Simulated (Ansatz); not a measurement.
Working through vertical spin-state energies of C₄H₇B, SMILES C=C1CB1C

With Ansatz 0.2.0, Python API.

Run as a notebook:

```python
import ansatz
```

```python
GEOMETRY = """
C    -1.61150    1.24250    0.92900
C    -0.74090    0.35910    0.67630
C     0.05760   -0.77150    1.08730
B     0.44220   -0.36060   -0.31970
C     1.23340   -0.42530   -1.66070
H    -2.13720    1.35390    1.88840
H    -1.90920    1.99410    0.14440
H    -0.44670   -1.69700    1.21090
H     0.88050   -0.47320    1.87320
H     2.17560    0.14880   -1.46700
H     1.45850   -1.47240   -1.87110
H     0.67480    0.04650   -2.45710
"""
```

```python
mol = ansatz.Crystal.molecule()
for line in GEOMETRY.strip().splitlines():
    symbol, *xyz = line.split()
    mol = mol.atom(symbol, [float(v) for v in xyz])
```

```python
calculation = (
    mol.calculation()
    .basis(gaussian="6-31G")  # atom-centred Gaussian functions
    .functional("r2scan0")  # level of theory
)
found = {}
for unpaired in [0, 2, 4]:
    data = calculation.spin("collinear", total=unpaired).run().report
    s = unpaired / 2
    found[unpaired] = data["free_energy_ev"]
    print(f"2S+1 = {unpaired + 1}: E = {found[unpaired]:.5f} eV, <S^2> = {abs(data['mean_field']['state']['spin_squared']):.3f} (pure state {s * (s + 1):.2f})")
lowest = min(found, key=found.get)
for unpaired, e in found.items():
    print(f"multiplicity {unpaired + 1}: {96.485332 * (e - found[lowest]):.1f} kJ/mol above the lowest")
```

    2S+1 = 1: E = -4930.47759 eV, <S^2> = 0.000 (pure state 0.00)
    2S+1 = 3: E = -4928.20499 eV, <S^2> = 2.016 (pure state 2.00)
    2S+1 = 5: E = -4922.67881 eV, <S^2> = 6.026 (pure state 6.00)
    multiplicity 1: 0.0 kJ/mol above the lowest
    multiplicity 3: 219.3 kJ/mol above the lowest
    multiplicity 5: 752.5 kJ/mol above the lowest

In order: multiplicity 1 (+0.00 eV), multiplicity 3 (+2.27 eV) and multiplicity 5 (+7.80 eV), all at the one geometry.

Caveats:
- These settings explore the input space; basis and method may be short of convergence.
- The geometry is a force-field or estimated start, not a minimum of this method, and the basis set is short of its limit. All parts are taken at fixed geometry, without zero-point energy.
- The whole script took 9.6 s on 1 thread of AMD EPYC 9R45 96-Core Processor (Zen 5), with other jobs on the host, peak memory 0.28 GiB.

(Lines on the test bed's own set-up are left out of the output.)
